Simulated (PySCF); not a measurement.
# Co(OH)₃: structure of the singlet

The task is one start of a wider search on Co(OH)₃: the singlet, built as trigonal planar. It is relaxed, tested by its Hessian and followed downhill if it is a saddle.

Method: B3LYP, basis Co def2-SVP, O def2-SVP, H def2-SVP, no relativity, density fitting; program: PySCF 2.14.0.

## 1. The system as given

7 atoms, charge 0, spin multiplicity 1.

Bond lengths: Co1–O2 1.740 Å, Co1–O3 1.740 Å, Co1–O4 1.740 Å, O2–H5 0.960 Å, O3–H6 0.960 Å, O4–H7 0.960 Å. Angles: O2–Co1–O3 120.0°, O2–Co1–O4 120.0°, O3–Co1–O4 120.0°, Co1–O2–H5 130.0°, Co1–O3–H6 130.0°, Co1–O4–H7 130.0°.

Z-matrix (Å, degrees; charge 0 multiplicity 1):
```
Co
O  1 1.7400
O  1 1.7400 2 120.00
O  1 1.7400 2 120.00 3 180.00
H  2 0.9600 1 130.00 3 180.00
H  3 0.9600 1 130.00 2 0.00
H  4 0.9600 1 130.00 2 180.00
```

## 2. Relaxing the singlet from the trigonal planar start

One driver script runs all steps and calls PySCF; scf.py shows how it sets up the SCF of each step. The optimiser is the driver's own. Before each start the driver seeks the lowest SCF state from one or more starting densities and follows internal instabilities, so scf.py alone need not reach the same state.

The program finds C3h symmetry in the start, which this walk keeps. The walk stops when the largest gradient is under 0.0003 Eh/bohr and the energy has settled too.

The input, scf.py:

```python
from pyscf import gto, scf, dft
mol = gto.M(atom='''
Co     0.000000     0.000000     0.000000
O      1.740009    -0.000000     0.000000
O     -0.870005     1.506892     0.000000
O     -0.870005    -1.506892     0.000000
H      2.357095    -0.735386     0.000000
H     -0.541685     2.408997     0.000000
H     -1.815410    -1.673611     0.000000''',
    basis={'Co': 'def2-SVP', 'O': 'def2-SVP', 'H': 'def2-SVP'},
    charge=0, spin=0)
mf = dft.RKS(mol, xc='B3LYP')
mf.grids.atom_grid = (50, 194)
aux = {'Co': 'def2-universal-JKFIT', 'O': 'def2-universal-JKFIT', 'H': 'def2-universal-JKFIT'}
mf = mf.density_fit(auxbasis=aux)
mf.kernel()
```

After this run come: Vibrations and properties at this point; Downhill along the imaginary mode; Vibrations and properties at this point.

What does the calculation give? Wanted: minimum; geometry; wavenumbers; dipole moment; highest occupied, lowest empty level; polar-tensor charge of Co1; zero-point energy; atomisation energy.

As calculated:

| quantity | value |
| --- | --- |
| minimum | singlet, C1 |
| geometry | Co–O 1.704 Å, Co–O 1.722 Å, Co–O 1.734 Å, O–H 0.972 Å, O–H 0.975 Å (×2); Co–O–H 107.7°, Co–O–H 108.1°, Co–O–H 115.2°, O–Co–O 109.8°, O–Co–O 112.0°, O–Co–O 119.2° |
| wavenumbers (cm⁻¹) | 82 (a), 163 (a), 210 (a), 251 (a), 403 (a), 498 (a), 674 (a), 733 (a), 763 (a), 853 (a), 912 (a), 923 (a), 3711 (a), 3723 (a), 3767 (a) |
| dipole moment | 2.24 D |
| highest occupied, lowest empty level | -7.01, -3.12 eV |
| polar-tensor charge of Co1 | +1.24 e |
| zero-point energy | 105.7 kJ/mol |
| entropy at 298.15 K | 327.6 J/(mol K) |
| atomisation energy (no zero-point energy) | 2155 kJ/mol |

The trigonal planar start ends in a minimum without symmetry. In the infrared the band at 403 cm⁻¹ (a) leads. Other starts or spin states, not run here, may lie lower. The soft modes, below some 90 cm⁻¹, carry numerical noise of tens of cm⁻¹, and the entropy with them. The stability of the closed-shell solution was not tested.
